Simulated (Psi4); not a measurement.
# triplet BBr2F at 3 levels

We compute a comparison of 3 runs (UPBE/cc-pVDZ, USVWN5/cc-pVDZ, UTPSS/cc-pVDZ) of triplet BBr2F. 

The results are computed with Psi4 1.11.

1 further run of the same task is left out (it didn't finish).

### 1 The structure to begin with

The species is BBr2F (4 atoms), meant as a triplet with charge 0. As SMILES of the parent species, `FB(Br)Br`. The coordinates come from a PBE0-D4/def2-TZVP relaxation. That shape belongs to the parent species and isn't relaxed for this state.

Bond lengths: F1–B2 1.307 Å, B2–Br3 1.901 Å, B2–Br4 1.901 Å. Angles: F1–B2–Br3 119.1°, F1–B2–Br4 119.1°, Br3–B2–Br4 121.7°.

### 2 Energy and forces at UPBE/cc-pVDZ (run 1)

File bbr2f.json:

```json
{
 "schema_name": "qcschema_input",
 "schema_version": 1,
 "molecule": {
  "schema_name": "qcschema_molecule",
  "schema_version": 2,
  "symbols": ["F", "B", "Br", "Br"],
  "geometry": [2.48791893, 0.88053679, 0.68855951, 0.23425045, 0.08271331, 0.06455304, -0.91281331, -3.07915754, 1.32554839, -1.80935607, 2.11590744, -2.07866094],
  "molecular_charge": 0,
  "molecular_multiplicity": 3,
  "fix_symmetry": "c1",
  "fix_com": true,
  "fix_orientation": true
 },
 "driver": "gradient",
 "model": {
  "method": "pbe",
  "basis": "cc-pVDZ"
 },
 "keywords": {
  "reference": "uks",
  "puream": true,
  "e_convergence": 1e-09,
  "d_convergence": 1e-08,
  "scf_type": "pk",
  "dft_radial_points": 99,
  "dft_spherical_points": 590,
  "maxiter": 100,
  "scf_properties": ["MULLIKEN_CHARGES", "WIBERG_LOWDIN_INDICES", "LOWDIN_CHARGES"]
 }
}
```

The run is started by

```
$ psi4 --qcschema bbr2f.json -n 1 --memory 2200MB
```

stdout:

```text
[...]
  Running in c1 symmetry.
[...]
  Nuclear repulsion =  430.663016925350576
[...]
  Multiplicity = 3
[...]
  Nalpha       = 43
  Nbeta        = 41
[...]
    Number of basis functions: 82
[...]
   @UKS iter   1: -5271.69321615476565   -2.21744e+00   1.06957e-02 ADIIS/DIIS
[...]
   @UKS iter  15: -5271.97773908871841   -9.09495e-13   1.95834e-09 DIIS
[...]
   @S^2 Observed:                2.003326686E+00
[...]
  @UKS Final Energy: -5271.97773908871841
   => Energetics <=
    Nuclear Repulsion Energy =            430.6630169253505755
    One-Electron Energy =               -8192.6726516860817355
    Two-Electron Energy =                2686.2782195703566686
    DFT Exchange-Correlation Energy =    -196.2463238983433769
    Empirical Dispersion Energy =           0.0000000000000000
    VV10 Nonlocal Energy =                  0.0000000000000000
    Total Energy =                      -5271.9777390887184083
[...]
  -Total Gradient:
     Atom            X                  Y                   Z
    ------   -----------------  -----------------  -----------------
       1       -0.068586267173    -0.024295533954    -0.019012925772
       2        0.032152130187     0.011422271231     0.008974282803
       3        0.015370219824     0.022968863999    -0.005810809365
       4        0.021071878799    -0.010092698909     0.015851788565
[...]
```

The result, in JSON:

```text
{
 "driver": "gradient",
 "model": {
  "method": "pbe",
  "basis": "cc-pVDZ"
 },
 "success": true,
 "return_result": [-0.06858626717310423, -0.024295533954371798, -0.019012925771693293, 0.03215213018658039, 0.011422271231432683, 0.008974282803033633, 0.01537021982417467, 0.02296886399948256, -0.005810809364808989, 0.021071878798698943, -0.01009269890867287, 0.01585178856466926],
 "properties": {
  "calcinfo_nbasis": 82,
  "calcinfo_nmo": 82,
  "calcinfo_nalpha": 43,
  "calcinfo_nbeta": 41,
  "calcinfo_natom": 4,
  "nuclear_repulsion_energy": 430.6630169253506,
  "return_energy": -5271.977739088718,
  "return_gradient": [-0.06858626717310423, -0.024295533954371798, -0.019012925771693293, 0.03215213018658039, 0.011422271231432683, 0.008974282803033633, 0.01537021982417467, 0.02296886399948256, -0.005810809364808989, 0.021071878798698943, -0.01009269890867287, 0.01585178856466926],
  "scf_one_electron_energy": -8192.672651686082,
  "scf_two_electron_energy": 2686.2782195703567,
  "scf_xc_energy": -196.24632389834338,
  "scf_dipole_moment": [-0.5742049940371885, -0.20295651821862037, -0.15850217780443643],
  "scf_total_energy": -5271.977739088718,
  "scf_total_gradient": [-0.06858626717310423, -0.024295533954371798, -0.019012925771693293, 0.03215213018658039, 0.011422271231432683, 0.008974282803033633, 0.01537021982417467, 0.02296886399948256, -0.005810809364808989, 0.021071878798698943, -0.01009269890867287, 0.01585178856466926],
  "scf_iterations": 15
 }
}
```

It took 2.5 min on 1 thread of AMD EPYC 7R43 (Zen 3), shared host; peak memory 0.94 GiB.

### 3 Energy and gradient at USVWN5/cc-pVDZ (run 2)

File bbr2f.xyz:

```xyz
4
BBr2F
F      1.316550     0.465960     0.364370
B      0.123960     0.043770     0.034160
Br    -0.483040    -1.629420     0.701450
Br    -0.957470     1.119690    -1.099980
```

File calc.py:

```python
import psi4

psi4.set_memory('2200 MB')
psi4.set_num_threads(1)
psi4.set_output_file('run.log', False)

with open('bbr2f.xyz') as f:
    atoms = ''.join(f.readlines()[2:])
molecule = psi4.geometry('0 3\n' + atoms + 'symmetry c1')

options = {'basis': 'cc-pVDZ', 'reference': 'uks', 'puream': True, 'e_convergence': 1e-09, 'd_convergence': 1e-08, 'scf_type': 'pk', 'dft_radial_points': 99, 'dft_spherical_points': 590, 'maxiter': 100}
psi4.set_options(options)

E = psi4.gradient('scf', dft_functional={"name": "SVWN5", "x_functionals": {"LDA_X": {}}, "c_functionals": {"LDA_C_VWN": {}}})
print('gradient / Eh bohr^-1')
print(E.np.round(6))
for k, v in sorted(psi4.core.scalar_variables().items()):
    print(f'{k:45s} {v:18.10f}')
```

The run is started by

```
$ python calc.py
```

run.log:

```text
[...]
  Running in c1 symmetry.
[...]
  Nuclear repulsion =  430.663016420337158
[...]
  Multiplicity = 3
[...]
  Nalpha       = 43
  Nbeta        = 41
[...]
    Number of basis functions: 82
[...]
   @UKS iter   1: -5264.59592934470220   -2.19868e+00   1.07055e-02 DIIS/ADIIS
[...]
   @UKS iter  16: -5264.88504918199214   -8.18545e-12   3.16908e-09 DIIS
[...]
   @S^2 Observed:                2.001748516E+00
[...]
  @UKS Final Energy: -5264.88504918199214
   => Energetics <=
    Nuclear Repulsion Energy =            430.6630164203371578
    One-Electron Energy =               -8192.4060291948389931
    Two-Electron Energy =                2685.9714681452301193
    DFT Exchange-Correlation Energy =    -189.1135045527212242
    Empirical Dispersion Energy =           0.0000000000000000
    VV10 Nonlocal Energy =                  0.0000000000000000
    Total Energy =                      -5264.8850491819921444
[...]
  -Total Gradient:
     Atom            X                  Y                   Z
    ------   -----------------  -----------------  -----------------
       1       -0.053816326645    -0.019065485680    -0.014921398338
       2        0.026303912208     0.009346600781     0.007346626421
       3        0.012157209950     0.014148005724    -0.002297243104
       4        0.015359133870    -0.004427683764     0.009873173332
[...]
```

The script printed:

```text
gradient / Eh bohr^-1
[[-0.053816 -0.019065 -0.014921]
 [ 0.026304  0.009347  0.007347]
 [ 0.012157  0.014148 -0.002297]
 [ 0.015359 -0.004428  0.009873]]
CURRENT ENERGY                                  -5264.8850491820
CURRENT REFERENCE ENERGY                        -5264.8850491820
DD SOLVATION ENERGY                                 0.0000000000
DFT FUNCTIONAL TOTAL ENERGY                     -5264.8850491820
DFT TOTAL ENERGY                                -5264.8850491820
DFT VV10 ENERGY                                     0.0000000000
DFT XC ENERGY                                    -189.1135045527
GRID ELECTRONS ALPHA                               43.0000002840
GRID ELECTRONS BETA                                41.0000003320
GRID ELECTRONS TOTAL                               84.0000006160
NUCLEAR REPULSION ENERGY                          430.6630164203
ONE-ELECTRON ENERGY                             -8192.4060291948
PCM POLARIZATION ENERGY                             0.0000000000
PE ENERGY                                           0.0000000000
SCF ITERATION ENERGY                            -5264.8850491820
SCF ITERATIONS                                     16.0000000000
SCF TOTAL ENERGY                                -5264.8850491820
TWO-ELECTRON ENERGY                              2685.9714681452
XC GRID RADIAL POINTS                              99.0000000000
XC GRID SPHERICAL POINTS                          590.0000000000
XC GRID TOTAL POINTS                           216300.0000000000
```

Wall time 4.4 min (1 thread of AMD EPYC 7R43 (Zen 3), shared host); peak memory 0.61 GiB.

### 4 Energy and gradient at UTPSS/cc-pVDZ (run 3)

File bbr2f.inp:

```
memory 2200 MB

molecule system {
  0 3
  F
  B 1 r2
  Br 2 r3 1 a3
  Br 2 r4 1 a4 3 d4

  r2 = 1.307499
  r3 = 1.900866
  a3 = 119.13251
  r4 = 1.900886
  a4 = 119.13227
  d4 = 179.97485
  units angstrom
  symmetry c1
  no_reorient
  no_com
}

set {
  basis                cc-pVDZ
  reference            uks
  puream               true
  e_convergence        1e-09
  d_convergence        1e-08
  scf_type             pk
  dft_radial_points    99
  dft_spherical_points 590
  maxiter              100
}

result, w = gradient('tpss', return_wfn=True)
oeprop(w, 'MAYER_INDICES', 'LOWDIN_CHARGES', 'QUADRUPOLE')
```

The run is started by

```
$ psi4 bbr2f.inp bbr2f.out -n 1
```

bbr2f.out:

```text
[...]
  Running in c1 symmetry.
[...]
  Nuclear repulsion =  430.662989381578996
[...]
  Multiplicity = 3
[...]
  Nalpha       = 43
  Nbeta        = 41
[...]
    Number of basis functions: 82
[...]
   @UKS iter   1: -5272.44550090739631   -2.23198e+00   1.05121e-02 DIIS/ADIIS
[...]
   @UKS iter  15: -5272.71111311253480   -1.81899e-12   2.66694e-09 DIIS
[...]
   @S^2 Observed:                2.004852044E+00
[...]
  @UKS Final Energy: -5272.71111311253480
   => Energetics <=
    Nuclear Repulsion Energy =            430.6629893815789956
    One-Electron Energy =               -8192.5352369607135188
    Two-Electron Energy =                2686.1471897173478283
    DFT Exchange-Correlation Energy =    -196.9860552507475688
    Empirical Dispersion Energy =           0.0000000000000000
    VV10 Nonlocal Energy =                  0.0000000000000000
    Total Energy =                      -5272.7111131125348038
[...]
  -Total Gradient:
     Atom            X                  Y                   Z
    ------   -----------------  -----------------  -----------------
       1       -0.000030162323    -0.000000445627     0.076069502349
       2        0.000088839048    -0.000005544991    -0.035199153382
       3       -0.000024757942     0.020658854957    -0.020445092773
       4       -0.000033823225    -0.020652868616    -0.020441179985
[...]
```

Wall time 3.6 min (1 thread of AMD EPYC 7R43 (Zen 3), shared host); peak memory 1.6 GiB.

### 5 Overview of the runs

```tsv
run	level	energy (Eh)	dipole moment (D)	HOMO energy (eV)	⟨S²⟩	wall time
1	UPBE/cc-pVDZ	-5271.977739	1.60	-1.68	2.003	2.5 min
2	USVWN5/cc-pVDZ	-5264.885049	1.63	-1.70	2.002	4.4 min
3	UTPSS/cc-pVDZ	-5272.711113	1.59	-1.81	2.005	3.6 min
```

### 6 Results

```
                                 quantity           value
                      run 3: total energy  -5272.71111 Eh
                     run 3: dipole moment          1.59 D
run 3: HOMO energy (highest over α and β)        -1.81 eV
                              run 3: ⟨S²⟩           2.005
          run 3: largest force on an atom      3.912 eV/Å
```

In words: The dipole moment (its size) runs from 1.59 D (UTPSS/cc-pVDZ) to 1.63 D (USVWN5/cc-pVDZ). Totals of different functionals can't be ranked against each other. All runs together took 10 min, the longest 4.4 min.
